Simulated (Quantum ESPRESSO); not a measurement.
# In2S: zone-centre phonons under several settings

```
In S
1.0
     3.94306    0.00000    0.00000
     0.00000    3.94306    0.00000
     0.00000    0.00000    5.43495
In S
2 1
Cartesian
  1.9715 0.0000 3.5933
  0.0000 1.9715 1.8416
  0.0000 0.0000 0.0000
```

The cell was built by a generator and needn't be a form met in nature.

All runs used Quantum ESPRESSO 7.5; potentials GBRV 1.5 PBE; k mesh 4 × 4 × 2, shifted; no spin polarisation; cutoff 762 eV; occupations fermi-dirac, width 0.05 eV.

```csv
level,geometry,volume (Å³/atom),pressure (GPa),lowest optical mode without the field (cm⁻¹),highest optical mode without the field (cm⁻¹)
PBE,relaxed at 0 GPa,25.99,0.3,84,202
PBE,relaxed at 3 GPa,24.33,3.6,92,231
PBE,relaxed at 8 GPa,22.58,8.9,100,270
PBE,relaxed at 15 GPa,?,15.9,?,?
```

What stands in the row left open?

Volume 21.00 Å³/atom; lowest optical mode without the field 108 cm⁻¹; highest optical mode without the field 311 cm⁻¹.

Caveats: all runs use coarse meshes; the mesh is thin for the phonons of a metal; the cell is more than 3 GPa from zero pressure, which shifts response properties (some runs); the volume moved by over 15 % at a fixed basis, so the end points are rough (some runs).

For the row left open. Caveat: the k mesh is coarse (spacing up to 0.58 Å⁻¹), so the values aren't converged; the mesh is thin for the phonons of a metal; the volume moved by over 15 % at a fixed basis, so the end points are rough; the cell is more than 3 GPa from zero pressure, which shifts response properties.
